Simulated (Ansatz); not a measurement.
# GaP: how the settings move a relaxation

Aim: see which settings change the result for GaP, by how much, and at what cost.

Method: reference: DFT, LDA, PAW with Ansatz's default frozen-core files, scalar-relativistic; relaxation of cell and atoms, in Ansatz 0.2.0.

1 further run of the same task is left out (set aside as unsound or not needed).

## (1) The structure to begin with

Symmetry: F-43m, No. 216, cubic system. The conventional cell has a = 5.451 Å, b = 5.451 Å, c = 5.451 Å, α = 90.00°, β = 90.00°, γ = 90.00°. Around Ga (site symmetry -43m) lie 4 P at 2.36 Å. P (site symmetry -43m) has 4 Ga at 2.36 Å as nearest neighbours.

As a file:

```
Ga P
1.0
     0.00000    2.72525    2.72525
     2.72525    0.00000    2.72525
     2.72525    2.72525    0.00000
Ga P
1 1
Cartesian
  0.0000 0.0000 0.0000
  4.0879 4.0879 4.0879
```

## (2) Baseline

input.yaml reads:

```yaml
crystal:
  lattice:
    - [0.0, 2.72525, 2.72525]
    - [2.72525, 0.0, 2.72525]
    - [2.72525, 2.72525, 0.0]
  atoms:
    - { symbol: Ga, position: [0.0, 0.0, 0.0] }
    - { symbol: P, position: [0.75, 0.75, 0.75] }
kpoints:
  mp_grid: { grid: [14, 14, 14] }
scf:
  occupations: { method: fermi_dirac, width: 0.05 }
hamiltonian:
  xc: lda
  pseudopotentials: { kind: paw }
relax:
  f_tol: 0.002
  max_steps: 80
  cell: {}
output:
  forces: true
  stress: true
```

The run is started by

```sh
ansatz run input.yaml --threads 1 --pin off --max-ram 2560MiB --backend cpu --events-out ev --progress --plain --runs-dir out
```

## (3) Changing settings: mp_grid.grid [8, 8, 8], occupations.method gaussian, accuracy medium

input.yaml: that of step 2 with these lines changed.

```diff
@@ -9,5 +9,5 @@
 kpoints:
-  mp_grid: { grid: [14, 14, 14] }
+  mp_grid: { grid: [8, 8, 8] }
 scf:
-  occupations: { method: fermi_dirac, width: 0.05 }
+  occupations: { method: gaussian, width: 0.05 }
 hamiltonian:
@@ -22 +22,2 @@
   stress: true
+accuracy: medium
```

**Question.** What will these runs give? Wanted: for each run, ending; energy change; pressure; gap; force.

**Answer**, as computed:

```tsv
run	ending	energy change	pressure (GPa)	gap (eV)	force (eV/Å)	cycles	time
reference	converged	0	0.0	1.38	0.00	24	25 s
1: mp_grid.grid [8, 8, 8], occupations.method gaussian, accuracy medium	converged	+1.4 meV/atom (σ→0)	0.0	1.43	0.00	-	8 s
```

Changing the k-point mesh, smearing and accuracy level moves the energy by +1.4 meV/atom (σ→0 values), and the gap on the mesh goes from 1.38 to 1.43 eV. More than one kind of setting changed, and this run alone doesn't tell their shares apart. A gap read on a mesh depends on which points the mesh holds, and a coarse mesh shifts the density too. Cost: 8 s against 25 s.
